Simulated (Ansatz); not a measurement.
**BHLYP/cc-pVTZ run of AsH3 (arsine)**

Aim: the vertical ionisation energy of AsH3 (arsine) at BHLYP/cc-pVTZ, from 2 runs. 

The calculation is run with Ansatz 0.2.0.

35 further runs of the same task are left out: 1 that didn't finish, 34 set aside as unsound or not needed.

## (1) The molecule

AsH3 has 4 atoms, charge 0, and is taken as a singlet. SMILES: `[AsH3]`. The shape is that of a PBE0-D4/def2-TZVP optimisation.

Bond lengths: As1–H2 1.522 Å, As1–H3 1.522 Å, As1–H4 1.522 Å. Angles: H2–As1–H3 92.0°, H2–As1–H4 92.0°, H3–As1–H4 92.0°.

## (2) The energy at BHLYP/cc-pVTZ

in.yaml reads:

```yaml
crystal:
  periodic: [false, false, false]
  atoms:
    - {symbol: As, position_ang: [-0.215800, 0.487600, -0.346000]}
    - {symbol: H, position_ang: [0.349900, 0.630300, 1.059400]}
    - {symbol: H, position_ang: [-1.068000, -0.705500, 0.061100]}
    - {symbol: H, position_ang: [0.933900, -0.412500, -0.774500]}
basis:
  gaussian:
    orbitals: cc-pVTZ
magnetization:
  spin_polarized: false
hamiltonian:
  xc: {name: BHLYP}
accuracy: high
output:
  orbitals: {seedname: orbitals}
```

Run with:

```bash
ansatz run in.yaml --threads 1 --pin off --max-ram 3480MiB --events-out events.jsonl --progress --plain --runs-dir runs
```

Standard output:

```text
Warning: RAYON_NUM_THREADS=1 ignored (pool sized by the plan → 1); use --threads N
Functional definition: BHLYP
  name "BHLYP"
  parameter a = 0.5
  exchange = (1 - a)*b88_x + a*exact_x
  correlation = lyp_c
1362 factors; integrals over basis functions are off by at most 4.0e-9 eV
mean field evaluation 1: about -60890.3386 eV, gradient 6.5e0 eV
mean field evaluation 2: about -60890.4683 eV, gradient 1.8e0 eV
mean field evaluation 4: about -60890.4785 eV, gradient 6.4e-1 eV
mean field evaluation 8: about -60890.5101 eV, gradient 6.4e-3 eV
mean field evaluation 16: about -60890.5101 eV, gradient 5.9e-7 eV
mean field -60890.51008089 eV, -2237.6849724025 hartree, gradient 6.3e-8 eV, S^2 0.000000; 0 other end points of the search recorded, 0 dependent functions left out
reference -60890.51010247 eV, -2237.6849731957 hartree; 18, 18 occupied and 67, 67 virtual orbitals, 1362 factors
Total energy: -60890.51010247 eV, -2237.6849731957 hartree
```

Run time: 6.3 s. Hardware: 1 thread of Intel Xeon Platinum 8175M at 2.50GHz (Skylake/Cascade Lake), shared host; peak memory 0.21 GiB.

## (3) The doublet cation, same level

input.yaml reads:

```yaml
crystal:
  periodic: [false, false, false]
  atoms:
    - {symbol: As, position_ang: [-0.215800, 0.487600, -0.346000]}
    - {symbol: H, position_ang: [0.349900, 0.630300, 1.059400]}
    - {symbol: H, position_ang: [-1.068000, -0.705500, 0.061100]}
    - {symbol: H, position_ang: [0.933900, -0.412500, -0.774500]}
basis:
  gaussian: {orbitals: cc-pVTZ}
total_charge: 1
magnetization: {spin_polarized: true, initial_magnetization: 1}
hamiltonian: {xc: {name: BHLYP}}
accuracy: high
output: {orbitals: {seedname: orbitals}}
```

Run with:

```bash
ansatz run input.yaml --threads 1 --pin off --max-ram 3480MiB --events-out events.jsonl --progress --plain --runs-dir runs
```

Standard output:

```text
Warning: RAYON_NUM_THREADS=1 ignored (pool sized by the plan → 1); use --threads N
[... 5 set-up lines as earlier in the session ...]
1362 factors; integrals over basis functions are off by at most 4.0e-9 eV
mean field evaluation 1: about -60879.6063 eV, gradient 9.2e0 eV
mean field evaluation 2: about -60880.0440 eV, gradient 4.0e0 eV
mean field evaluation 4: about -60880.1114 eV, gradient 7.0e-1 eV
mean field evaluation 8: about -60880.1402 eV, gradient 2.7e-2 eV
mean field evaluation 16: about -60880.1402 eV, gradient 4.6e-6 eV
mean field -60880.14022896 eV, -2237.3038873732 hartree, gradient 5.3e-8 eV, S^2 0.752673; 0 other end points of the search recorded, 0 dependent functions left out
reference -60880.14025003 eV, -2237.3038881474 hartree; 18, 17 occupied and 67, 68 virtual orbitals, 1362 factors
Total energy: -60880.14025003 eV, -2237.3038881474 hartree
```

It took 9.6 s on 1 thread of Intel Xeon Platinum 8175M at 2.50GHz (Skylake/Cascade Lake), shared host; peak memory 0.27 GiB.

## (4) Results

At BHLYP/cc-pVTZ:

| quantity | value |
| --- | --- |
| singlet AsH3: total energy | -2237.68497 Eh |
| singlet AsH3: HOMO energy | -8.85 eV |
| singlet AsH3: LUMO energy | 1.40 eV |
| singlet AsH3: HOMO–LUMO gap | 10.25 eV |
| doublet cation: total energy | -2237.30389 Eh |
| doublet cation: HOMO energy (highest over α and β) | -18.08 eV |
| doublet cation: LUMO energy (lowest over α and β) | -11.96 eV |
| doublet cation: ⟨S²⟩ | 0.753 |
| vertical ionisation energy (to the doublet cation) | 10.370 eV |

What this shows: The vertical ionisation energy comes to 10.37 eV (239 kcal/mol). The negative HOMO energy of the first species, 8.85 eV, lies 1.52 eV below that difference.
